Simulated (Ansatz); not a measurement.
## MgS, space group Fm-3m: a phonon calculation by finite displacements, step by step

Program: Ansatz 0.2.0, Python API.

The cells in order, each with its output:

```python
from pathlib import Path

import ansatz as az
import matplotlib.pyplot as plt
import numpy as np
from pymatgen.core import Lattice, Structure
from pymatgen.io.ase import AseAtomsAdaptor
```

```python
pmg_structure = Structure(
    Lattice([(0.0, 2.60165, 2.60165), (2.60165, 0.0, 2.60165), (2.60165, 2.60165, 0.0)]),
    ['Mg', 'S'],
    [
        (0.0, 0.0, 0.0),
        (0.5, 0.5, 0.5),
    ],
)
system = az.Crystal.from_ase(AseAtomsAdaptor.get_atoms(pmg_structure))
path = [
    ('K', (0.375, 0.375, 0.75)),
    ('G', (0.0, 0.0, 0.0)),
    ('L', (0.5, 0.5, 0.5)),
    ('W', (0.5, 0.25, 0.75)),
    ('X', (0.5, 0.0, 0.5)),
]
```

```python
# the k mesh has to be a multiple of the supercell
base = system.calculation()
base = base.functional(az.Functional.PBESOL, dispersion='d3bjatm').pseudopotentials('nc')
base = base.occupations('fixed')
base = base.eigensolver('davidson', full_accuracy=True)
base = base.kpoints(6, 6, 6).phonons('fd', supercell=2, path=[q for _, q in path], intervals=6, temperatures=(100, 900, 200))
outcome = base.run(runs_dir='runs')
folder = Path(outcome.output_folder) / 'results'
ph = outcome.phonons
```

    DeckWarning: basis.ecutwfc = 1142.878222 eV, auto-derived from the records' recommended cutoffs: set by Mg (normal level)

```python
print('modes at Gamma (1/cm):', np.round(ph.gamma_omega_inv_cm, 1) + 0.0)
print(f'{ph.n_members} displaced supercells, sum-rule residual {ph.asr_residual_pre_ev_ang2:.1e} eV/A^2')
table = np.loadtxt(folder / 'phbands.tsv', comments='#')
n_modes = len(ph.gamma_omega_inv_cm)
omega = table[:, 1 : 1 + n_modes]
plt.figure(figsize=(5, 3.5))
plt.plot(table[:, 0], omega, 'k', lw=1)
plt.xticks(table[::6, 0], [label for label, _ in path])
plt.ylabel('wavenumber (1/cm)')
plt.tight_layout()
plt.savefig('phonons.png', dpi=100)
# a negative number stands for an imaginary frequency
print(f'lowest {omega.min():.1f}, highest {omega.max():.1f} 1/cm on the path;', 'unstable' if omega.min() < -10 else 'no imaginary branch')
sums = ph.harmonic_sums
print(f'zero-point energy {1000 * sums.zero_point_energy_ev:.2f} meV per cell')
t, f_vib = np.asarray(sums.temperatures_k), np.asarray(sums.vibrational_free_energy_ev)
for temperature, value in zip(t, f_vib):
    print(f'T = {temperature:6.0f} K   F_vib = {1000 * value:9.2f} meV per cell')
```

    modes at Gamma (1/cm): [  0.   0.   0. 234. 234. 234.]
    2 displaced supercells, sum-rule residual 1.1e-03 eV/A^2
    lowest 0.0, highest 392.0 1/cm on the path; no imaginary branch
    zero-point energy 81.42 meV per cell
    T =    100 K   F_vib =     77.68 meV per cell
    T =    300 K   F_vib =      6.84 meV per cell
    T =    500 K   F_vib =   -128.84 meV per cell
    T =    700 K   F_vib =   -305.34 meV per cell
    T =    900 K   F_vib =   -511.21 meV per cell

Notes:
- The settings weren't tested for convergence.
- The cell isn't relaxed first, so the values belong to this volume.
- Energy and stress may still move on a finer k-point mesh.
- A negative frequency stands for an imaginary mode.
- No non-analytic term is added, so at the zone centre the longitudinal optical modes of a polar crystal aren't split off.
- The structure is a deposited one; some such entries were measured under pressure or heat, so a shift against it needn't be the functional's error alone.
- Warnings are shown shortened and without file and line.
- The structure is taken as given and the supercell is small; imaginary modes can come from an unrelaxed or unstable start.
- Hardware and time: 4.5 min on 1 thread of Arm Neoverse V1, on a shared host, peak memory 1.7 GiB.

(Lines on the test bed's own set-up are left out of the output.)
